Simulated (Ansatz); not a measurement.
**C6H15As: vertical ionisation energy**

The task here is to estimate one member of a computed series from the others.

Computed with Ansatz 0.2.0, Gaussian basis. Level: unrestricted cation, the program's frozen cores in correlated methods.

Levels to be run: UKS PBE-D4/def2-TZVPP; UKS r2SCAN-D4/def2-TZVPP; UKS PBE0-D4/def2-TZVPP; UKS B3LYP-D4/def2-TZVPP; UKS wB97X-V/def2-TZVPP; UKS wB97M-V/def2-TZVPP; UKS B2PLYP (frozen core with filled d shells)/def2-TZVPP; UHF-CCSD(T) with filled d shells/def2-TZVPP; UHF-MP2 with filled d shells/def2-QZVPP; extrapolation to the limit; then −ε(HOMO) from the neutral's earlier runs with LDA (SPW92), PBE-D4, revPBE-D4, BLYP-D4, r2SCAN-D4, B97M-V, PBE0-D4, B3LYP-D4, r2SCANh-D4, r2SCAN0-D4, HSE06-D4, BHLYP-D4, CAM-B3LYP-D4, LC-ωPBE, ωB97X-V, ωB97M-V.

## Structure used throughout

All runs share one geometry, relaxed beforehand with PBE0-D4 in a triple-zeta def2 set.

SMILES `CC[As](C)C(C)C`, 22 atoms, charge 0, spin multiplicity 1.

Atoms are counted from 1 here; the program's logs count them from 0.

Bond lengths: C1–C2 1.519 Å, C1–H8 1.093 Å, C1–H9 1.093 Å, C1–H10 1.094 Å, C2–As3 1.975 Å, C2–H11 1.093 Å, C2–H12 1.094 Å, As3–C4 1.966 Å, As3–C5 1.986 Å, C4–H13 1.090 Å, C4–H14 1.092 Å, C4–H15 1.091 Å, C5–C6 1.519 Å, C5–C7 1.519 Å, C5–H16 1.096 Å, C6–H17 1.094 Å, C6–H18 1.095 Å, C6–H19 1.092 Å and more. Angles: C2–C1–H8 111.3°, C2–C1–H9 111.7°, C2–C1–H10 111.3°, H8–C1–H9 107.5°, H8–C1–H10 107.6°, H9–C1–H10 107.2°, C1–C2–As3 112.5°, C1–C2–H11 110.2°, C1–C2–H12 111.2°, As3–C2–H11 106.7°, As3–C2–H12 108.5°, H11–C2–H12 107.4°, C2–As3–C4 96.9°, C2–As3–C5 97.5°, C4–As3–C5 97.6°, As3–C4–H13 109.7°, As3–C4–H14 111.3°, As3–C4–H15 109.2° and more.

The first run:

The input, in.yaml:

```yaml
crystal:
  periodic: [false, false, false]
  atoms:
    - {symbol: C, position_ang: [-1.011953, -2.886757, 0.126826]}
    - {symbol: C, position_ang: [0.014087, -1.770340, 0.042754]}
    - {symbol: As, position_ang: [-0.780880, -0.052056, -0.521029]}
    - {symbol: C, position_ang: [-1.728302, 0.330549, 1.159033]}
    - {symbol: C, position_ang: [0.809858, 1.091070, -0.191786]}
    - {symbol: C, position_ang: [1.878290, 0.807302, -1.234239]}
    - {symbol: C, position_ang: [0.410135, 2.556807, -0.196765]}
    - {symbol: H, position_ang: [-1.526108, -3.026420, -0.827689]}
    - {symbol: H, position_ang: [-1.773409, -2.679301, 0.882704]}
    - {symbol: H, position_ang: [-0.542301, -3.837912, 0.392392]}
    - {symbol: H, position_ang: [0.782103, -2.018768, -0.694093]}
    - {symbol: H, position_ang: [0.517481, -1.622314, 1.003272]}
    - {symbol: H, position_ang: [-2.173063, 1.324814, 1.112334]}
    - {symbol: H, position_ang: [-1.053359, 0.274082, 2.016186]}
    - {symbol: H, position_ang: [-2.535262, -0.391575, 1.288768]}
    - {symbol: H, position_ang: [1.187104, 0.820216, 0.801160]}
    - {symbol: H, position_ang: [1.506621, 1.014410, -2.242455]}
    - {symbol: H, position_ang: [2.755778, 1.441594, -1.070883]}
    - {symbol: H, position_ang: [2.215316, -0.231342, -1.209951]}
    - {symbol: H, position_ang: [-0.312435, 2.790266, 0.588123]}
    - {symbol: H, position_ang: [1.285166, 3.196141, -0.039659]}
    - {symbol: H, position_ang: [-0.034264, 2.839534, -1.156101]}
basis:
  gaussian: {orbitals: def2-TZVPP}
total_charge: 1
magnetization: {spin_polarized: true, initial_magnetization: 1}
hamiltonian: {xc: pbe, dispersion: d4}
```

Among the steps run: Cation, UKS PBE-D4/def2-TZVPP; Cation, UKS r2SCAN-D4/def2-TZVPP; Cation, UKS PBE0-D4/def2-TZVPP; Cation, UKS B3LYP-D4/def2-TZVPP; Cation, UKS wB97X-V/def2-TZVPP; Cation, UKS wB97M-V/def2-TZVPP; Cation, UKS B2PLYP (frozen core with filled d shells)/def2-TZVPP; Cation, UHF-CCSD(T) with filled d shells/def2-TZVPP; Cation, UHF-MP2 with filled d shells/def2-QZVPP.

One of the session's tables, all rows but one given; the rest of the session is left out.

For comparison, −ε(HOMO) of the neutral from earlier runs:

| functional | −ε(HOMO) (eV) |
| --- | --- |
| LDA (SPW92) | 5.42 |
| PBE-D4 | 5.28 |
| revPBE-D4 | ? |
| BLYP-D4 | 5.16 |
| r2SCAN-D4 | 5.49 |
| B97M-V | 5.58 |
| PBE0-D4 | 6.32 |
| B3LYP-D4 | 6.16 |
| r2SCANh-D4 | 5.88 |
| r2SCAN0-D4 | 6.47 |
| HSE06-D4 | 5.93 |
| BHLYP-D4 | 7.29 |
| CAM-B3LYP-D4 | 7.61 |
| LC-ωPBE | 8.87 |
| ωB97X-V | 8.57 |
| ωB97M-V | 8.48 |

**Question.** Estimate the row for revPBE-D4.

As computed: −ε(HOMO) (eV): 5.22. In the column «−ε(HOMO) (eV)» it lies between BLYP-D4 (5.16) and PBE-D4 (5.28).
